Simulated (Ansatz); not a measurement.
# CH₃FSn: vertical ionisation energy

The task here is to estimate one member of a computed series from the others.

Method: unrestricted cation, the program's frozen cores in correlated methods; program: Ansatz 0.2.0, Gaussian basis.

The runs, in order: UKS PBE-D4/def2-TZVPP; UKS r2SCAN-D4/def2-TZVPP; UKS PBE0-D4/def2-TZVPP; UKS B3LYP-D4/def2-TZVPP; UKS wB97X-V/def2-TZVPP; UKS wB97M-V/def2-TZVPP; UKS B2PLYP/def2-TZVPP; UHF-CCSD(T)/def2-TZVPP; UHF-MP2/def2-QZVPP; extrapolation to the limit; then −ε(HOMO) from the neutral's earlier runs with LDA (SPW92), PBE-D4, revPBE-D4, BLYP-D4, r2SCAN-D4, B97M-V, PBE0-D4, B3LYP-D4, r2SCANh-D4, r2SCAN0-D4, HSE06-D4, BHLYP-D4, CAM-B3LYP-D4, LC-ωPBE, ωB97X-V, ωB97M-V.

## Structure used throughout

An earlier PBE0-D4 in a triple-zeta def2 set relaxation fixed the geometry. Sn takes the def2 core potential; no spin-orbit term is included.

SMILES `[CH3][Sn][F]`, 6 atoms, charge 0, spin multiplicity 1.

Atoms are counted from 1 here; the program's logs count them from 0.

Bond lengths: C1–Sn2 2.175 Å, C1–H4 1.094 Å, C1–H5 1.094 Å, C1–H6 1.092 Å, Sn2–F3 1.952 Å. Angles: Sn2–C1–H4 108.9°, Sn2–C1–H5 108.8°, Sn2–C1–H6 113.1°, H4–C1–H5 107.3°, H4–C1–H6 109.3°, H5–C1–H6 109.2°, C1–Sn2–F3 92.9°.

Coordinates:

```mol
CH3FSn
  3D, bonds by distance, orders not assigned

  6  5  0  0  0  0  0  0  0  0999 V2000
   -0.3898    0.4212   -0.2829 C   0  0
    0.2571   -0.6205    1.5136 Sn  0  0
    1.6216   -1.6341    0.5541 F   0  0
   -0.6849   -0.3178   -1.0339 H   0  0
    0.4581    0.9794   -0.6919 H   0  0
   -1.2200    1.1077   -0.1052 H   0  0
  1  2  8  0
  2  3  8  0
  1  4  8  0
  1  5  8  0
  1  6  8  0
M  END
```

The first run:

File in.yaml:

```yaml
crystal:
  periodic: [false, false, false]
  atoms:
    - {symbol: C, position_ang: [-0.389799, 0.421217, -0.282863]}
    - {symbol: Sn, position_ang: [0.257138, -0.620491, 1.513588]}
    - {symbol: F, position_ang: [1.621583, -1.634137, 0.554098]}
    - {symbol: H, position_ang: [-0.684907, -0.317774, -1.033906]}
    - {symbol: H, position_ang: [0.458083, 0.979387, -0.691897]}
    - {symbol: H, position_ang: [-1.219998, 1.107698, -0.105220]}
basis:
  gaussian: {orbitals: def2-TZVPP}
total_charge: 1
magnetization: {spin_polarized: true, initial_magnetization: 1}
hamiltonian: {xc: pbe, dispersion: d4}
```

Among the steps run: Cation, UKS PBE-D4/def2-TZVPP; Cation, UKS r2SCAN-D4/def2-TZVPP; Cation, UKS PBE0-D4/def2-TZVPP; Cation, UKS B3LYP-D4/def2-TZVPP; Cation, UKS wB97X-V/def2-TZVPP; Cation, UKS wB97M-V/def2-TZVPP; Cation, UKS B2PLYP (frozen core)/def2-TZVPP; Cation, UHF-CCSD(T)/def2-TZVPP; Cation, UHF-MP2/def2-QZVPP.

One table of the session follows, with a row left open; its other results are not shown here.

It belongs to the step «Ionisation energies side by side». For comparison, −ε(HOMO) of the neutral from earlier runs:

```
  functional  −ε(HOMO) (eV)
 LDA (SPW92)           5.79
      PBE-D4           5.60
   revPBE-D4           5.53
     BLYP-D4              ?
   r2SCAN-D4           5.85
      B97M-V           5.77
     PBE0-D4           6.66
    B3LYP-D4           6.50
  r2SCANh-D4           6.25
  r2SCAN0-D4           6.84
    HSE06-D4           6.27
    BHLYP-D4           7.61
CAM-B3LYP-D4           7.92
     LC-ωPBE           9.13
     ωB97X-V           8.82
     ωB97M-V           8.74
```

**Question.** Estimate the row for BLYP-D4.

Worked estimate for «−ε(HOMO) (eV)». Against the share of exact exchange, B3LYP-D4 (0.2, 6.50), BHLYP-D4 (0.5, 7.61) give a slope of 3.70 per unit share; at 0 the line stands at 5.76.

The run gave: −ε(HOMO) (eV): 5.48. In «−ε(HOMO) (eV)» the line misses by +0.28.
